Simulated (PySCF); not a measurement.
# Co⁺, Co²⁺: ionisation energy in jorge-DZP-DKH

Each state of cobalt is computed at each level; their differences give the ionisation energy. How far do the methods differ?

The numbers are computed with PySCF 2.14.0 (unrestricted determinants in a Gaussian basis, no spin-orbit coupling in the energies), except any that are marked as measured or tabulated.

6 further runs of the same task are left out: 6 that didn't finish.

**1. Starting point**

```
Element                                   : cobalt (Z = 27)
Basis                                     : jorge-DZP-DKH (8s6p2d1f, 43 functions)
Hamiltonian                               : scalar relativity by spin-free X2C-1e
State 1                                   : Co⁺: [Ar] 3d8, high-spin 3F determinant
State 2                                   : Co²⁺: [Ar] 3d7, high-spin 4F determinant
Methods                                   : UHF, M06-2X, LDA, MP2
Core shells frozen in the correlated runs : valence: [Ar] (for Co⁺)
```

The outer shells:

Co+ [Ar] 3d8
```
[Ar] core
3d [↑↓][↑↓][↑↓][↑ ][↑ ]
```

Co2+ [Ar] 3d7
```
[Ar] core
3d [↑↓][↑↓][↑ ][↑ ][↑ ]
```

One driver process ran all states and methods and kept the integrals in memory. Each run is shown as a PySCF script that sums up its settings (the driver passes frozen orbitals as a list and adds second-order terms of double hybrids); the logs are those of the runs themselves. The driver starts from symmetry-adapted Hartree-Fock orbitals, holds the occupation by maximum overlap and uses a logarithmic radial grid for functionals, so a plain start would take other cycles.

It was started by

```sh
OMP_NUM_THREADS=1 python atomrun2.py TASK.json OUT
```

The integrals over 43 functions and the set-up took 0.18 s of CPU time.

**2. Co⁺**

#### UHF

Contents of input.py:

```python
from pyscf import gto, scf, dft, mp, cc
import basis_set_exchange as bse
mol = gto.M(atom="Co 0 0 0", charge=1, spin=2, symmetry="D2h",
            basis=gto.basis.parse(bse.get_basis("jorge-DZP-DKH", elements=["Co"], fmt="nwchem", header=False)),
            nucmod="G")
mf = scf.UHF(mol).sfx2c1e()
mf.irrep_nelec = {'Ag': (5, 3), 'B1g': (1, 1), 'B2g': (1, 1), 'B3g': (1, 1), 'B1u': (2, 2), 'B2u': (2, 2), 'B3u': (2, 2)}
mf.kernel()
```

#### M06-2X

Changes to input.py:

```diff
@@ -5,3 +5,3 @@
             nucmod="G")
-mf = scf.UHF(mol).sfx2c1e()
+mf = dft.UKS(mol, xc="M062X").sfx2c1e()
 mf.irrep_nelec = {'Ag': (5, 3), 'B1g': (1, 1), 'B2g': (1, 1), 'B3g': (1, 1), 'B1u': (2, 2), 'B2u': (2, 2), 'B3u': (2, 2)}
```

#### LDA

Changes to input.py:

```diff
@@ -5,3 +5,3 @@
             nucmod="G")
-mf = dft.UKS(mol, xc="M062X").sfx2c1e()
+mf = dft.UKS(mol, xc="LDA,VWN").sfx2c1e()
 mf.irrep_nelec = {'Ag': (5, 3), 'B1g': (1, 1), 'B2g': (1, 1), 'B3g': (1, 1), 'B1u': (2, 2), 'B2u': (2, 2), 'B3u': (2, 2)}
```

#### MP2 (valence)

Changes to input.py:

```diff
@@ -5,4 +5,5 @@
             nucmod="G")
-mf = dft.UKS(mol, xc="LDA,VWN").sfx2c1e()
+mf = scf.UHF(mol).sfx2c1e()
 mf.irrep_nelec = {'Ag': (5, 3), 'B1g': (1, 1), 'B2g': (1, 1), 'B3g': (1, 1), 'B1u': (2, 2), 'B2u': (2, 2), 'B3u': (2, 2)}
 mf.kernel()
+mp.UMP2(mf, frozen=9).kernel()
```

**3. Co²⁺: the ladder of methods**

#### UHF

Contents of input.py:

```python
from pyscf import gto, scf, dft, mp, cc
import basis_set_exchange as bse
mol = gto.M(atom="Co 0 0 0", charge=2, spin=3, symmetry="D2h",
            basis=gto.basis.parse(bse.get_basis("jorge-DZP-DKH", elements=["Co"], fmt="nwchem", header=False)),
            nucmod="G")
mf = scf.UHF(mol).sfx2c1e()
mf.irrep_nelec = {'Ag': (5, 4), 'B1g': (1, 1), 'B2g': (1, 0), 'B3g': (1, 0), 'B1u': (2, 2), 'B2u': (2, 2), 'B3u': (2, 2)}
mf.kernel()
```

#### M06-2X

Changes to input.py:

```diff
@@ -5,3 +5,3 @@
             nucmod="G")
-mf = scf.UHF(mol).sfx2c1e()
+mf = dft.UKS(mol, xc="M062X").sfx2c1e()
 mf.irrep_nelec = {'Ag': (5, 4), 'B1g': (1, 1), 'B2g': (1, 0), 'B3g': (1, 0), 'B1u': (2, 2), 'B2u': (2, 2), 'B3u': (2, 2)}
```

#### LDA

Changes to input.py:

```diff
@@ -5,3 +5,3 @@
             nucmod="G")
-mf = dft.UKS(mol, xc="M062X").sfx2c1e()
+mf = dft.UKS(mol, xc="LDA,VWN").sfx2c1e()
 mf.irrep_nelec = {'Ag': (5, 4), 'B1g': (1, 1), 'B2g': (1, 0), 'B3g': (1, 0), 'B1u': (2, 2), 'B2u': (2, 2), 'B3u': (2, 2)}
```

#### MP2 (valence)

Changes to input.py:

```diff
@@ -5,4 +5,5 @@
             nucmod="G")
-mf = dft.UKS(mol, xc="LDA,VWN").sfx2c1e()
+mf = scf.UHF(mol).sfx2c1e()
 mf.irrep_nelec = {'Ag': (5, 4), 'B1g': (1, 1), 'B2g': (1, 0), 'B3g': (1, 0), 'B1u': (2, 2), 'B2u': (2, 2), 'B3u': (2, 2)}
 mf.kernel()
+mp.UMP2(mf, frozen=9).kernel()
```

What does the calculation give?

**Answer**, as computed:

```
              quantity                                                  value
ionisation energy, Co⁺  UHF 14.061, MP2 (valence) 16.031 eV; reference 17.084
```

What this shows: The methods span 3.697 eV, from UHF (14.061) to LDA (17.758). The reference is uncertain or not like for like (spin-orbit coupling or other relativistic terms), so no ranking of close methods is drawn. The basis is finite, and no extrapolation was made.
